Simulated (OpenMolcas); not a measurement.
# GeF2 (SMILES [F][Ge][F]) at 6 levels

Wanted: a comparison of 6 runs (HF/3-21G, BHLYP/def2-TZVPP, BLYP/def2-TZVPP, M06-2X/def2-TZVPP, r2SCAN/def2-TZVPP, CCSD(T)/def2-TZVPP) of GeF2. 

Program for the calculation: OpenMolcas 26.06.

1 further run of the same task is left out (set aside as unsound or not needed).

## Step 1: The structure to begin with

GeF2 has 3 atoms, charge 0, and is taken as a singlet. SMILES: `[F][Ge][F]`. One bond was lengthened or shortened from a relaxed shape.

Bond lengths: F1–Ge2 2.007 Å, Ge2–F3 1.745 Å. Angles: F1–Ge2–F3 97.2°.

## Step 2: The energy at HF/3-21G (run 1)

File mol.xyz:

```xyz
3

F     -0.872912    -1.222792    -0.620157
Ge     0.637500    -0.295200     0.320200
F      0.027600     1.332100     0.164100
```

File job.inp:

```
&GATEWAY
 BasLib=$CurrDir
 Coord=mol.xyz
 Basis=3-21G
 Group=NoSym

&SEWARD

&SCF
 Thresholds=1e-10 1e-07 1e-07 1e-05
 PrOrbitals=0
```

The basis set 3-21G is read from a file made from the Basis Set Exchange's data (not shown).

Launch:

```bash
$ export MOLCAS_MEM=1860
$ pymolcas job.inp > job.log
```

Standard output:

```text
--- Start Module: gateway ---
[...]
--- Stop Module: gateway /rc=_RC_ALL_IS_WELL_ ---
--- Start Module: seward ---
[...]
      Basis functions           40
--- Stop Module: seward /rc=_RC_ALL_IS_WELL_ ---
--- Start Module: scf ---
[...]
       Convergence after  14 Iterations
[...]
::    Total SCF energy                              -2263.1990091625
[...]
      Total spin, S                                     0.0000000000
[...]
      Total electronic charge=   50.000000
      Total            charge=   -0.000000
[...]
      Dipole Moment (debye):
      Origin of the operator (angstrom)=    0.2776   -0.1764    0.1341
                   X=  3.2211E+00               Y= -3.0707E-01               Z=  1.7501E+00           Total=  3.6787E+00
      Quadrupole Moment (debye*angstrom):
[...]
--- Stop Module: scf /rc=_RC_ALL_IS_WELL_ ---
[...]
```

Wall time 2 s (1 thread of Arm Neoverse V1, shared host); peak memory 0.37 GiB.

## Step 3: A single-point energy at BHLYP/def2-TZVPP (run 2)

File mol.input:

```
&gateway
  baslib=$CurrDir
  coord
  3
  angstrom
  F       -0.872912      -1.222792      -0.620157
  Ge       0.637500      -0.295200       0.320200
  F        0.027600       1.332100       0.164100
  basis=def2-TZVPP
  group=NoSym

&seward
  gridinput
  Grid=UltraFine
  End of Grid

&scf
  ksdft=HYB_GGA_XC_BHANDHLYP
  thresholds=1e-10 1e-07 1e-07 1e-05
  prorbitals=1 2
```

The basis set def2-TZVPP is read from a file made from the Basis Set Exchange's data (not shown).

Launch:

```bash
$ export MOLCAS_MEM=1860
$ pymolcas mol.input > mol.log
```

Standard output:

```text
--- Start Module: gateway ---
[...]
--- Stop Module: gateway /rc=_RC_ALL_IS_WELL_ ---
--- Start Module: seward ---
[...]
      Basis functions          110
--- Stop Module: seward /rc=_RC_ALL_IS_WELL_ ---
[...]
--- Start Module: scf ---
[...]
       Convergence after  14 Iterations
[...]
::    Total KS-DFT energy                           -2276.7465262829
[...]
      Total spin, S                                     0.0000000000
[...]
      Total electronic charge=   50.000000
      Total            charge=   -0.000000
[...]
      Dipole Moment (debye):
      Origin of the operator (angstrom)=    0.2776   -0.1764    0.1341
                   X=  3.5204E+00               Y= -1.3764E-01               Z=  1.9349E+00           Total=  4.0195E+00
      Quadrupole Moment (debye*angstrom):
[...]
--- Stop Module: scf /rc=_RC_ALL_IS_WELL_ ---
[...]
```

Wall time 23 s (1 thread of Arm Neoverse V1, shared host); peak memory 0.65 GiB.

Runs 3 to 5 aren't shown in full; the table further down has their settings and results.

## Step 4: A single-point energy at CCSD(T)/def2-TZVPP (Cholesky decomposition) (run 6)

File run.inp:

```
* F2Ge CCSD(T)
>>> EXPORT MOLCAS_PRINT=2
&GATEWAY
BasLib
$CurrDir
Coord
3
angstrom
F       -0.872912      -1.222792      -0.620157
Ge       0.637500      -0.295200       0.320200
F        0.027600       1.332100       0.164100
Basis
def2-TZVPP
Group
NoSym
&SEWARD
High
&SCF
Thresholds
1e-10 1e-07 1e-07 1e-05
PrOrbitals
0
&CHCC
Frozen
11
Threshold
1e-08
MaxIterations
80
&CHT3
Frozen
11
```

The basis set def2-TZVPP is read from a file made from the Basis Set Exchange's data (not shown).

Launch:

```bash
$ export MOLCAS_MEM=1860
$ pymolcas run.inp > run.log
```

Standard output:

```text
--- Start Module: gateway ---
[...]
--- Stop Module: gateway /rc=_RC_ALL_IS_WELL_ ---
[...]
      Basis functions          110
[...]
       Convergence after  16 Iterations
[...]
::    Total SCF energy                              -2274.3874440078
[...]
      Total spin, S                                     0.0000000000
[...]
      Total electronic charge=   50.000000
      Total            charge=   -0.000000
[...]
      Dipole Moment (debye):
      Origin of the operator (angstrom)=    0.2776   -0.1764    0.1341
                   X=  3.6446E+00               Y= -7.6985E-02               Z=  2.0104E+00           Total=  4.1630E+00
      Quadrupole Moment (debye*angstrom):
[...]
--- Start Module: chcc ---
[...]
--- Stop Module: chcc /rc=_RC_ALL_IS_WELL_ ---
[...]
--- Start Module: cht3 ---
[...]
--- Stop Module: cht3 /rc=_RC_ALL_IS_WELL_ ---
[...]
```

Run time: 16 min. Hardware: 1 thread of Arm Neoverse V1, shared host; peak memory 0.23 GiB.

## Step 5: Overview of the runs

```csv
run,level,integration grid,integral approximation,energy (Eh),dipole moment (D) of the reference,HOMO energy (eV),LUMO energy (eV),wall time
1,HF/3-21G,–,none,-2263.199009,3.68,-11.38,0.23,2 s
2,BHLYP/def2-TZVPP,UltraFine,none,-2276.746526,4.02,-10.57,-2.36,23 s
3,BLYP/def2-TZVPP,UltraFine,none,-2276.909424,3.50,-7.77,-3.80,28 s
4,M06-2X/def2-TZVPP,UltraFine,none,-2276.779130,3.84,-10.56,-2.28,32 s
5,r2SCAN/def2-TZVPP,UltraFine,none,-2276.749356,3.48,-8.23,-3.84,33 s
6,CCSD(T)/def2-TZVPP (Cholesky decomposition),–,CD high,-2275.141845,4.16,-12.34,-0.14,16 min
```

## Step 6: What came out

| quantity | value |
| --- | --- |
| run 6: total energy | -2275.14185 Eh |
| run 6: dipole moment (mean-field density) | 4.16 D |
| run 6: HOMO energy (Hartree–Fock orbitals) | -12.34 eV |
| run 6: LUMO energy (Hartree–Fock orbitals) | -0.14 eV |
| run 6: HOMO–LUMO gap (Hartree–Fock orbitals) | 12.20 eV |
| run 6: correlation energy (11 core orbitals frozen) | -754.4 mEh |
| run 6: (T) correction | -25.43 mEh |

What this shows: Over runs 1, 2, 3, 4, 5 the dipole moment (its size) runs from 3.48 D (r2SCAN/def2-TZVPP) to 4.02 D (BHLYP/def2-TZVPP). Over runs 1, 2, 3, 4, 5 the HOMO–LUMO gap runs from 3.97 eV (BLYP/def2-TZVPP) to 11.60 eV (HF/3-21G). The two ends differ in method and basis. Totals of different functionals can't be ranked against each other. All runs together took 18 min, the longest 16 min.
